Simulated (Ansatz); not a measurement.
# Ir12CO: the cost of one run

Computed with Ansatz 0.2.0 (DFT PBE, scalar-relativistic, plane waves, PAW, unless a step's input says otherwise).

17 further runs of the same task are left out: 1 that didn't finish, 16 set aside as unsound or not needed. Runs told in other sessions of the task aren't counted.

### Step 1. Starting point

Symmetry: P3m1, No. 156, trigonal system. Conventional cell: a = 5.474 Å, b = 5.474 Å, c = 22.343 Å, α = 90.00°, β = 90.00°, γ = 120.00°. Around Ir (site symmetry m) lie 9 Ir at 2.69 to 2.74 Å. Around Ir (site symmetry 3m) lie 9 Ir at 2.69 to 2.74 Å. Ir (site symmetry m) is surrounded by 12 Ir at 2.69 to 2.74 Å. Ir (site symmetry 3m) has 12 Ir at 2.69 to 2.74 Å in its first shell of neighbours. Ir (site symmetry 3m) is surrounded by 9 Ir at 2.69 to 2.74 Å and 1 C at 2.93 Å. C (site symmetry 3m) is surrounded by 1 O at 1.16 Å. O (site symmetry 3m) has 1 C at 1.16 Å in its first shell of neighbours.

Structure file:

```cif
data_structure
_symmetry_space_group_name_H-M 'P 1'
_symmetry_Int_Tables_number 1
_cell_length_a 5.4735
_cell_length_b 5.4735
_cell_length_c 22.3426
_cell_angle_alpha 90.000
_cell_angle_beta 90.000
_cell_angle_gamma 120.000
_cell_volume 579.69
loop_
_atom_site_label
_atom_site_type_symbol
_atom_site_fract_x
_atom_site_fract_y
_atom_site_fract_z
_atom_site_occupancy
Ir1 Ir 0.33333 0.16667 0.17903 1
Ir2 Ir 0.33333 0.66667 0.17903 1
Ir3 Ir 0.83333 0.16667 0.17903 1
Ir4 Ir 0.83333 0.66667 0.17903 1
Ir5 Ir 0.16667 0.33333 0.27621 1
Ir6 Ir 0.16667 0.83333 0.27621 1
Ir7 Ir 0.66667 0.33333 0.27621 1
Ir8 Ir 0.66667 0.83333 0.27621 1
Ir9 Ir 0.00000 0.00000 0.37339 1
Ir10 Ir 0.00000 0.50000 0.37339 1
Ir11 Ir 0.50000 0.00000 0.37339 1
Ir12 Ir 0.50000 0.50000 0.37339 1
C1 C 0.00000 0.00000 0.50453 1
O1 O 0.00000 0.00000 0.55645 1
```

This is the geometry of the first run shown, built on a cell relaxed beforehand with the same method.

### Step 2. The scan

Atoms count from 1 in the order of the input.

CO stands on one site of a rigid substrate while its tilt and height are varied at a fixed bond length.

First coordinate, tilt of the C13-O14 axis from the surface normal: 7 values from 0 to 90 °. Second coordinate, height of C13 above the plane of Ir9: 6 values from 1.88 to 3.43 Å.

Nothing else is relaxed. Points are written as (first, second).

### Step 3. Point (0°, 2.93 Å)

A dipole layer in the vacuum cancels the field that periodic copies would set up if the slab's two faces differ.

input.yaml reads:

```yaml
crystal:
  lattice:
    - [5.4735201746, 0.0, 0.0]
    - [-2.7367600873, 4.7402075193, 0.0]
    - [0.0, 0.0, 22.3425801345]
  atoms:
    - { symbol: Ir, position: [0.3333333333, 0.1666666667, 0.1790303526] }
    - { symbol: Ir, position: [0.3333333333, 0.6666666667, 0.1790303526] }
    - { symbol: Ir, position: [0.8333333333, 0.1666666667, 0.1790303526] }
    - { symbol: Ir, position: [0.8333333333, 0.6666666667, 0.1790303526] }
    - { symbol: Ir, position: [0.1666666667, 0.3333333333, 0.2762134047] }
    - { symbol: Ir, position: [0.1666666667, 0.8333333333, 0.2762134047] }
    - { symbol: Ir, position: [0.6666666667, 0.3333333333, 0.2762134047] }
    - { symbol: Ir, position: [0.6666666667, 0.8333333333, 0.2762134047] }
    - { symbol: Ir, position: [0.0, 0.0, 0.3733937658] }
    - { symbol: Ir, position: [0.0, 0.5, 0.3733937658] }
    - { symbol: Ir, position: [0.5, 0.0, 0.3733937658] }
    - { symbol: Ir, position: [0.5, 0.5, 0.3733937658] }
    - { symbol: C, position: [0.0, 0.0, 0.5045334991] }
    - { symbol: O, position: [0.0, 0.0, 0.5564523014] }
basis:
  ecutwfc: 420
kpoints:
  mp_grid: { grid: [6, 6, 1] }
hamiltonian:
  xc: pbe
  pseudopotentials: { kind: paw, azcp: { folder: soft_1 } }
scf:
  occupations: { method: gaussian, width: 0.1 }
output:
  forces: true
  eigenvalues: true
efield:
  axis: 3
  dipole_correction: true
  ramp_width: 0.04
```

Started as:

```sh
ansatz run input.yaml --threads 4 --pin off --max-ram 12288MiB --backend cpu --events-out ev --progress --plain --runs-dir out
```

Q: Estimate wall time and peak memory on 4 threads of Arm Neoverse N1, shared host.

About 25 s, with a peak of 1.7 GiB.
